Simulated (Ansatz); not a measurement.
# Ge2Sb2Te5: a two-dimensional strain map

Aim: for Ge2Sb2Te5, map the energy over biaxial and axial strain.

Program: Ansatz 0.2.0. Level of theory: DFT PBEsol, scalar-relativistic, plane waves, PAW. These are calculated values, not measurements.

2 further runs of the same task are left out: 2 set aside as unsound or not needed. Runs told in other sessions of the task aren't counted.

### Step 1. The system as given

Symmetry: P-3m1, No. 164, trigonal system. Conventional cell: a = 4.202 Å, b = 4.202 Å, c = 17.106 Å, α = 90.00°, β = 90.00°, γ = 120.00°. Ge (site symmetry 3m) has 6 Te at 2.81 to 3.17 Å in its first shell of neighbours. Sb (site symmetry 3m) is surrounded by 6 Te at 2.99 to 3.14 Å. Around Te (site symmetry -3m) lie 6 Sb at 3.14 Å. Te (site symmetry 3m) is surrounded by 3 Sb at 2.99 Å and 3 Ge at 3.17 Å. Te (site symmetry 3m) is surrounded by 3 Ge at 2.81 Å.

Coordinates:

```
Ge Sb Te
1.0
     4.20173    0.00000    0.00000
    -2.10087    3.63881    0.00000
     0.00000    0.00000   17.10608
Ge Sb Te
2 2 5
Cartesian
  0.0000 0.0000 5.7837
  0.0000 0.0000 11.3224
  0.0000 2.4259 1.9962
  2.1009 1.2129 15.1099
  0.0000 0.0000 0.0000
  0.0000 2.4259 13.3608
  2.1009 1.2129 3.7452
  0.0000 2.4259 7.1962
  2.1009 1.2129 9.9099
```

It goes back to an entry of the Materials Project, which need not be the stable form.

It is the result of an earlier relaxation at this level (volume 29.06 Å³/atom; gap on the mesh: none (metal)).

### Step 2. Zero of energy

The reference gives a free energy of -55831.5456 eV, pressure 0.00 GPa, largest force 0.008 eV/Å and gap on the mesh none (metal). It was computed beforehand with the settings of the runs below.

### Step 3. Next: a two-dimensional strain map

The cell is strained by p along both x and y and by q along z, with fractional coordinates fixed.

### Step 4. Point p = -0.050, q = -0.050

input.yaml

```yaml
crystal:
  lattice:
    - [3.9916474308, 0.0, 0.0]
    - [-1.9958237154, 3.4568680781, 0.0]
    - [0.0, 0.0, 16.2507807014]
  atoms:
    - { symbol: Ge, position: [0.0, 0.0, 0.3381075982] }
    - { symbol: Ge, position: [0.0, 0.0, 0.6618924018] }
    - { symbol: Sb, position: [0.3333333333, 0.6666666667, 0.1166940723] }
    - { symbol: Sb, position: [0.6666666667, 0.3333333333, 0.8833059277] }
    - { symbol: Te, position: [0.0, 0.0, 0.0] }
    - { symbol: Te, position: [0.3333333333, 0.6666666667, 0.7810582678] }
    - { symbol: Te, position: [0.6666666667, 0.3333333333, 0.2189417322] }
    - { symbol: Te, position: [0.3333333333, 0.6666666667, 0.4206821615] }
    - { symbol: Te, position: [0.6666666667, 0.3333333333, 0.5793178385] }
basis:
  ecutwfc: 420
kpoints:
  mp_grid: { grid: [12, 12, 4] }
hamiltonian:
  xc: pbesol
scf:
  occupations: { method: gaussian, width: 0.15 }
output:
  forces: true
  stress: true
  eigenvalues: true
```

The run is started by

```bash
> ansatz run input.yaml --threads 2 --pin off --max-ram 5120MiB --backend cpu --events-out ev --progress --plain --runs-dir out
```

Log, shortened:

```text
Warning: RAYON_NUM_THREADS=2 ignored (pool sized by the plan → 2); use --threads N
[...]
Pseudopotentials: kind: paw
Pseudopotential: Ge, paw, valence charge 14, recommended cutoff 420 eV (normal), Ge.paw.azcp
Pseudopotential: Sb, paw, valence charge 15, recommended cutoff 420 eV (normal), Sb.paw.azcp
Pseudopotential: Te, paw, valence charge 16, recommended cutoff 420 eV (normal), Te.paw.azcp
Functional definition: PBEsol
[...]
Crystal: 9 atoms, lattice volume = 224.238 Å³
Basis set: ecut = 420 eV, 4411 PW (Γ), exchange–correlation on 54×54×240 points (8 copies of the dense FFT grid, shifted against one another)
Bands: 83, of which v1, the nominal top of the filled ones, is band 69 counted from 1 (68 counted from 0)
Symmetry: 12 space group operations
Space group: P-3m1 (ITA 164), of the structure as read, at distance tolerance 6.1e-5 Å
k-points: 69 of 576
[...]
SCF iter   1: F=—  HF=-55830.364114 eV  |F-HF|=—  |Δ(HF+E_count)|=         —  Δρ=3.46e-3  dr2=3.54e-1  ethr=1.77e-3  ⟨swp⟩=7.5  Hψ=22617  notcnv=0
[...]
SCF iter   9: F=-55830.330185 eV  HF=-55830.330185 eV  |F-HF|=2.46e-8  |Δ(HF+E_count)|=   4.52e-8  Δρ=3.76e-6  dr2=6.93e-8  ethr=7.25e-11  ⟨swp⟩=11.6  Hψ=28049  notcnv=0
[...]
SCF converged after 9 iterations
Free energy (F): -55830.330185 eV
[...]
E sigma→0 (E₀):  -55830.323157 eV
Entropy (-TS):   -0.014055 eV (-1.562 meV/atom)
Fermi energy:    12.460031 eV
[...]
--- Forces (eV/Å), atoms counted from 1 ---
  atom   1  Ge    -0.00000000     0.00000000    -0.71497004
  atom   2  Ge     0.00000000    -0.00000000     0.71497004
  atom   3  Sb    -0.00000000     0.00000000    -0.43137352
  atom   4  Sb     0.00000000    -0.00000000     0.43137352
  atom   5  Te    -0.00000000    -0.00000000     0.00000000
  atom   6  Te    -0.00000000     0.00000000    -1.08427212
  atom   7  Te     0.00000000    -0.00000000     1.08427212
  atom   8  Te     0.00000000    -0.00000000     0.88630961
[...]
--- Stress (GPa, compression-positive) ---
       11.993202      -0.000000       0.000000
       -0.000000      11.993202      -0.000000
        0.000000       0.000000      12.030659
  P = ⅓ Tr σ = 12.0057 GPa (120.057 kbar)
--- Band table (eV; the first three rows and the last of 69) ---
[...]
```

Run time: 29 s. Hardware: 2 threads of AMD EPYC 7R43 (Zen 3), shared host; peak memory 1.2 GiB.

### Step 5. At p = -0.050, q = 0.000

Edit input.yaml of step 4 so:

```diff
@@ -4,3 +4,3 @@
     - [-1.9958237154, 3.4568680781, 0.0]
-    - [0.0, 0.0, 16.2507807014]
+    - [0.0, 0.0, 17.1060849488]
   atoms:
```

The run is started by

```bash
> ansatz run input.yaml --threads 2 --pin off --max-ram 5120MiB --backend cpu --events-out ev --progress --plain --runs-dir out
```

Log, shortened:

```text
Warning: RAYON_NUM_THREADS=2 ignored (pool sized by the plan → 2); use --threads N
[...]
[... 5 set-up lines as earlier in the session ...]
[...]
Crystal: 9 atoms, lattice volume = 236.040 Å³
Basis set: ecut = 420 eV, 4653 PW (Γ), exchange–correlation on 54×54×240 points (8 copies of the dense FFT grid, shifted against one another)
Bands: 83, of which v1, the nominal top of the filled ones, is band 69 counted from 1 (68 counted from 0)
[... 1 set-up line as earlier in the session ...]
Space group: P-3m1 (ITA 164), of the structure as read, at distance tolerance 6.2e-5 Å
k-points: 69 of 576
[...]
SCF converged after 10 iterations
Free energy (F): -55830.995938 eV
[...]
E sigma→0 (E₀):  -55830.988088 eV
Entropy (-TS):   -0.015700 eV (-1.744 meV/atom)
Fermi energy:    11.507372 eV
[...]
--- Forces (eV/Å), atoms counted from 1 ---
  atom   1  Ge    -0.00000000     0.00000000    -0.46160466
  atom   2  Ge     0.00000000    -0.00000000     0.46160466
  atom   3  Sb    -0.00000000     0.00000000    -0.33374057
  atom   4  Sb     0.00000000    -0.00000000     0.33374057
  atom   5  Te     0.00000000     0.00000000     0.00000000
  atom   6  Te    -0.00000000     0.00000000    -0.68630954
  atom   7  Te     0.00000000    -0.00000000     0.68630954
  atom   8  Te     0.00000000    -0.00000000     0.51564830
[...]
--- Stress (GPa, compression-positive) ---
        7.422059      -0.000000       0.000000
       -0.000000       7.422059      -0.000000
        0.000000      -0.000000       6.169817
  P = ⅓ Tr σ = 7.0046 GPa (70.046 kbar)
--- Band table (eV; the first three rows and the last of 69) ---
[...]
```

Wall time 30 s (2 threads of AMD EPYC 7R43 (Zen 3), shared host); peak memory 1.2 GiB.

### Step 6. p = -0.050, q = 0.050

Edit input.yaml of step 5 so:

```diff
@@ -4,3 +4,3 @@
     - [-1.9958237154, 3.4568680781, 0.0]
-    - [0.0, 0.0, 17.1060849488]
+    - [0.0, 0.0, 17.9613891962]
   atoms:
```

The run is started by

```bash
> ansatz run input.yaml --threads 2 --pin off --max-ram 5120MiB --backend cpu --events-out ev --progress --plain --runs-dir out
```

Log, shortened:

```text
Warning: RAYON_NUM_THREADS=2 ignored (pool sized by the plan → 2); use --threads N
[...]
[... 5 set-up lines as earlier in the session ...]
[...]
Crystal: 9 atoms, lattice volume = 247.842 Å³
Basis set: ecut = 420 eV, 4897 PW (Γ), exchange–correlation on 54×54×250 points (8 copies of the dense FFT grid, shifted against one another)
Bands: 83, of which v1, the nominal top of the filled ones, is band 69 counted from 1 (68 counted from 0)
[... 1 set-up line as earlier in the session ...]
Space group: P-3m1 (ITA 164), of the structure as read, at distance tolerance 6.3e-5 Å
k-points: 69 of 576
[...]
SCF converged after 10 iterations
Free energy (F): -55831.254197 eV
[...]
E sigma→0 (E₀):  -55831.243891 eV
Entropy (-TS):   -0.020612 eV (-2.290 meV/atom)
Fermi energy:    10.545052 eV
[...]
--- Forces (eV/Å), atoms counted from 1 ---
  atom   1  Ge    -0.00000000     0.00000000    -0.17526947
  atom   2  Ge     0.00000000    -0.00000000     0.17526947
  atom   3  Sb    -0.00000000     0.00000000    -0.21940984
  atom   4  Sb     0.00000000    -0.00000000     0.21940984
  atom   5  Te     0.00000000     0.00000000     0.00000000
  atom   6  Te    -0.00000000     0.00000000    -0.26177512
  atom   7  Te     0.00000000    -0.00000000     0.26177512
  atom   8  Te     0.00000000    -0.00000000     0.11054045
[...]
--- Stress (GPa, compression-positive) ---
        4.089442       0.000000       0.000000
        0.000000       4.089442       0.000000
        0.000000       0.000000       0.987638
  P = ⅓ Tr σ = 3.0555 GPa (30.555 kbar)
--- Band table (eV; the first three rows and the last of 69) ---
[...]
```

It took 33 s on 2 threads of AMD EPYC 7R43 (Zen 3), shared host; peak memory 1.3 GiB.

### Step 7. Point p = 0.000, q = -0.050

Edit input.yaml of step 6 so:

```diff
@@ -2,5 +2,5 @@
   lattice:
-    - [3.9916474308, 0.0, 0.0]
-    - [-1.9958237154, 3.4568680781, 0.0]
-    - [0.0, 0.0, 17.9613891962]
+    - [4.2017341377, 0.0, 0.0]
+    - [-2.1008670688, 3.6388085032, 0.0]
+    - [0.0, 0.0, 16.2507807014]
   atoms:
```

The run is started by

```bash
> ansatz run input.yaml --threads 2 --pin off --max-ram 5120MiB --backend cpu --events-out ev --progress --plain --runs-dir out
```

Log, shortened:

```text
[...]
SCF converged after 10 iterations
Free energy (F): -55831.371396 eV
[...]
E sigma→0 (E₀):  -55831.364547 eV
Entropy (-TS):   -0.013699 eV (-1.522 meV/atom)
Fermi energy:    10.508613 eV
[...]
--- Forces (eV/Å), atoms counted from 1 ---
  atom   1  Ge    -0.00000000     0.00000000    -0.22091524
  atom   2  Ge     0.00000000    -0.00000000     0.22091524
  atom   3  Sb    -0.00000000     0.00000000    -0.14093017
  atom   4  Sb    -0.00000000    -0.00000000     0.14093017
  atom   5  Te     0.00000000    -0.00000000     0.00000000
  atom   6  Te    -0.00000000     0.00000000    -0.36335749
  atom   7  Te     0.00000000    -0.00000000     0.36335749
  atom   8  Te     0.00000000    -0.00000000     0.36042727
[...]
--- Stress (GPa, compression-positive) ---
        2.524753       0.000000       0.000000
        0.000000       2.524753      -0.000000
        0.000000      -0.000000       4.426322
  P = ⅓ Tr σ = 3.1586 GPa (31.586 kbar)
--- Band table (eV; the first three rows and the last of 69) ---
[...]
```

Wall time 34 s (2 threads of AMD EPYC 7R43 (Zen 3), shared host); peak memory 1.3 GiB.

### Step 8. Point p = 0.000, q = 0.050

Edit input.yaml of step 7 so:

```diff
@@ -4,3 +4,3 @@
     - [-2.1008670688, 3.6388085032, 0.0]
-    - [0.0, 0.0, 16.2507807014]
+    - [0.0, 0.0, 17.9613891962]
   atoms:
@@ -27 +27,5 @@
   eigenvalues: true
+  write_density: true
+  write_potential: true
+  elf: true
+  volumetric_format: npy
```

The run is started by

```bash
> ansatz run input.yaml --threads 2 --pin off --max-ram 5120MiB --backend cpu --events-out ev --progress --plain --runs-dir out
```

Log, shortened:

```text
[...]
SCF converged after 10 iterations
Free energy (F): -55831.395045 eV
[...]
E sigma→0 (E₀):  -55831.387382 eV
Entropy (-TS):   -0.015327 eV (-1.703 meV/atom)
Fermi energy:    9.094153 eV
[...]
--- Forces (eV/Å), atoms counted from 1 ---
  atom   1  Ge     0.00000000     0.00000000     0.24562954
  atom   2  Ge    -0.00000000    -0.00000000    -0.24562954
  atom   3  Sb     0.00000000    -0.00000000     0.10489174
  atom   4  Sb    -0.00000000     0.00000000    -0.10489174
  atom   5  Te     0.00000000     0.00000000     0.00000000
  atom   6  Te     0.00000000    -0.00000000     0.32575479
  atom   7  Te    -0.00000000     0.00000000    -0.32575479
  atom   8  Te    -0.00000000    -0.00000000    -0.35247212
[...]
--- Stress (GPa, compression-positive) ---
       -1.931531       0.000000       0.000000
        0.000000      -1.931531      -0.000000
       -0.000000      -0.000000      -3.528813
  P = ⅓ Tr σ = -2.4640 GPa (-24.640 kbar)
--- Band table (eV; the first three rows and the last of 69) ---
[...]
```

Wall time 54 s (2 threads of AMD EPYC 7R43 (Zen 3), shared host); peak memory 1.3 GiB.

Density in a lattice plane of the grid's cell (edges 4.20 and 17.96 Å, at 0.000 of the third edge), which holds Ge and Te.

Ten even steps from '0' (0.02 e/Å³) to '9' (33.52 e/Å³):
```
000000
000000
000000
000000
000000
000000
900000
000000
000000
000000
000000
000000
900000
000000
000000
000000
000000
000000
000000
500000
```
Columns run along the first of these edges and rows up along the second, over one cell in 6 and 20 even steps from the bottom left corner. Atoms in the plane (fractional): Ge at (0.00, 0.34), Ge at (0.00, 0.66), Te at (0.00, 0.00).

ELF in the same plane.

Values, 12 rows by 6 columns:
```
0.45 0.34 0.32 0.42 0.32 0.34
0.02 0.10 0.41 0.58 0.41 0.10
0.29 0.18 0.45 0.62 0.45 0.18
0.17 0.35 0.33 0.11 0.33 0.35
0.22 0.29 0.59 0.58 0.59 0.29
0.02 0.03 0.10 0.15 0.10 0.03
0.22 0.29 0.59 0.58 0.59 0.29
0.17 0.35 0.33 0.11 0.33 0.35
0.29 0.18 0.45 0.62 0.45 0.18
0.02 0.10 0.41 0.58 0.41 0.10
0.45 0.34 0.32 0.42 0.32 0.34
0.39 0.35 0.59 0.08 0.59 0.35
```
Columns run along the first of these edges and rows up along the second, over one cell in 6 and 12 even steps from the bottom left corner. Atoms in the plane (fractional): Ge at (0.00, 0.34), Ge at (0.00, 0.66), Te at (0.00, 0.00).

Both are smooth fields of the valence electrons: close to the nuclei they are not physical.

Maxima of ELF outside the ion cores: 0.72 beside Te, off the lines to its neighbours, 1.3 Å from Te; 0.69 on the Te–Ge line, 1.3 Å from Te; 0.65 on the Te–Sb line, 1.3 Å from Te.

### Step 9. Point p = 0.050, q = -0.050

Edit input.yaml of step 8 so:

```diff
@@ -2,5 +2,5 @@
   lattice:
-    - [4.2017341377, 0.0, 0.0]
-    - [-2.1008670688, 3.6388085032, 0.0]
-    - [0.0, 0.0, 17.9613891962]
+    - [4.4118208446, 0.0, 0.0]
+    - [-2.2059104223, 3.8207489284, 0.0]
+    - [0.0, 0.0, 16.2507807014]
   atoms:
@@ -27,5 +27 @@
   eigenvalues: true
-  write_density: true
-  write_potential: true
-  elf: true
-  volumetric_format: npy
```

The run is started by

```bash
> ansatz run input.yaml --threads 2 --pin off --max-ram 5120MiB --backend cpu --events-out ev --progress --plain --runs-dir out
```

Log, shortened:

```text
[...]
SCF converged after 7 iterations
Free energy (F): -55831.251502 eV
[...]
E sigma→0 (E₀):  -55831.242744 eV
Entropy (-TS):   -0.017517 eV (-1.946 meV/atom)
Fermi energy:    8.860075 eV
[...]
--- Forces (eV/Å), atoms counted from 1 ---
  atom   1  Ge     0.00000000    -0.00000000     0.10243991
  atom   2  Ge    -0.00000000     0.00000000    -0.10243991
  atom   3  Sb     0.00000000    -0.00000000     0.03651919
  atom   4  Sb     0.00000000     0.00000000    -0.03651919
  atom   5  Te     0.00000000     0.00000000     0.00000000
  atom   6  Te     0.00000000    -0.00000000     0.10679634
  atom   7  Te    -0.00000000     0.00000000    -0.10679634
  atom   8  Te    -0.00000000     0.00000000    -0.00222849
[...]
--- Stress (GPa, compression-positive) ---
       -3.510736       0.000000       0.000000
        0.000000      -3.510736      -0.000000
        0.000000      -0.000000      -0.156152
  P = ⅓ Tr σ = -2.3925 GPa (-23.925 kbar)
--- Band table (eV; the first three rows and the last of 69) ---
[...]
```

Run time: 35 s. Hardware: 2 threads of AMD EPYC 7R43 (Zen 3), shared host; peak memory 1.3 GiB.

### Step 10. At p = 0.050, q = 0.000

Edit input.yaml of step 9 so:

```diff
@@ -4,3 +4,3 @@
     - [-2.2059104223, 3.8207489284, 0.0]
-    - [0.0, 0.0, 16.2507807014]
+    - [0.0, 0.0, 17.1060849488]
   atoms:
```

The run is started by

```bash
> ansatz run input.yaml --threads 2 --pin off --max-ram 5120MiB --backend cpu --events-out ev --progress --plain --runs-dir out
```

Log, shortened:

```text
[...]
SCF converged after 9 iterations
Free energy (F): -55831.095816 eV
[...]
E sigma→0 (E₀):  -55831.089981 eV
Entropy (-TS):   -0.011669 eV (-1.297 meV/atom)
Fermi energy:    8.234463 eV
[...]
--- Forces (eV/Å), atoms counted from 1 ---
  atom   1  Ge    -0.00000000     0.00000000     0.28108324
  atom   2  Ge     0.00000000    -0.00000000    -0.28108324
  atom   3  Sb     0.00000000     0.00000000     0.14925621
  atom   4  Sb     0.00000000    -0.00000000    -0.14925621
  atom   5  Te     0.00000000     0.00000000     0.00000000
  atom   6  Te     0.00000000     0.00000000     0.38666979
  atom   7  Te    -0.00000000    -0.00000000    -0.38666979
  atom   8  Te    -0.00000000    -0.00000000    -0.29295454
[...]
--- Stress (GPa, compression-positive) ---
       -4.944732       0.000000       0.000000
        0.000000      -4.944732      -0.000000
        0.000000      -0.000000      -3.237217
  P = ⅓ Tr σ = -4.3756 GPa (-43.756 kbar)
--- Band table (eV; the first three rows and the last of 69) ---
[...]
```

It took 41 s on 2 threads of AMD EPYC 7R43 (Zen 3), shared host; peak memory 1.4 GiB.

### Step 11. At p = 0.050, q = 0.050

Edit input.yaml of step 10 so:

```diff
@@ -4,3 +4,3 @@
     - [-2.2059104223, 3.8207489284, 0.0]
-    - [0.0, 0.0, 17.1060849488]
+    - [0.0, 0.0, 17.9613891962]
   atoms:
```

The run is started by

```bash
> ansatz run input.yaml --threads 2 --pin off --max-ram 5120MiB --backend cpu --events-out ev --progress --plain --runs-dir out
```

Log, shortened:

```text
[...]
SCF converged after 8 iterations
Free energy (F): -55830.683749 eV
[...]
E sigma→0 (E₀):  -55830.678536 eV
Entropy (-TS):   -0.010426 eV (-1.158 meV/atom)
Fermi energy:    7.657774 eV
[...]
--- Forces (eV/Å), atoms counted from 1 ---
  atom   1  Ge     0.00000000     0.00000000     0.48909066
  atom   2  Ge     0.00000000    -0.00000000    -0.48909066
  atom   3  Sb     0.00000000     0.00000000     0.26946281
  atom   4  Sb     0.00000000    -0.00000000    -0.26946281
  atom   5  Te     0.00000000     0.00000000     0.00000000
  atom   6  Te     0.00000000     0.00000000     0.67543195
  atom   7  Te    -0.00000000    -0.00000000    -0.67543195
  atom   8  Te     0.00000000    -0.00000000    -0.60684722
[...]
--- Stress (GPa, compression-positive) ---
       -5.862260       0.000000       0.000000
        0.000000      -5.862260      -0.000000
        0.000000      -0.000000      -5.835307
  P = ⅓ Tr σ = -5.8533 GPa (-58.533 kbar)
--- Band table (eV; the first three rows and the last of 69) ---
[...]
```

Wall time 42 s (2 threads of AMD EPYC 7R43 (Zen 3), shared host); peak memory 1.4 GiB.

### Step 12. The scan collected

Energy above the undisturbed cell in meV/atom; points alike by symmetry are filled in, and a dash was not computed:

```
 p \ q  -0.050  -0.025  0.000  0.025  0.050
-0.050   135.0       –   61.1      –   32.4
-0.025       –       –      –      –      –
 0.000    19.4       –    0.0      –   16.7
 0.025       –       –      –      –      –
 0.050    32.7       –   50.0      –   95.8
```

Pressure in GPa:

```csv
p \ q,-0.050,-0.025,0.000,0.025,0.050
-0.050,12.0,–,7.0,–,3.1
-0.025,–,–,–,–,–
0.000,3.2,–,0.0,–,-2.5
0.025,–,–,–,–,–
0.050,-2.4,–,-4.4,–,-5.9
```

Gap on the mesh in eV:

| p \ q | -0.050 | -0.025 | 0.000 | 0.025 | 0.050 |
| --- | --- | --- | --- | --- | --- |
| -0.050 | 0.00 | – | 0.00 | – | 0.00 |
| -0.025 | – | – | – | – | – |
| 0.000 | 0.00 | – | 0.00 | – | 0.00 |
| 0.025 | – | – | – | – | – |
| 0.050 | 0.00 | – | 0.00 | – | 0.04 |

### Step 13. Results

```
                         quantity                                        value
                    highest point  135.0 meV/atom at (p, q) = (-0.050, -0.050)
lowest point away from the origin              16.7 meV/atom at (0.000, 0.050)
```

In words: The undisturbed cell is the lowest computed point. At |p| = |q| = 0.050, points where p and q have the same sign cost 115.4 meV/atom on average, those of opposite sign 32.5: stretching in the plane is cheaper with a contraction along z. These runs have no spin-orbit coupling; with Sb, Te it would split and shift bands. Layers here are held mostly by dispersion, which this level lacks, so their spacing and the stiffness across them are unreliable there.
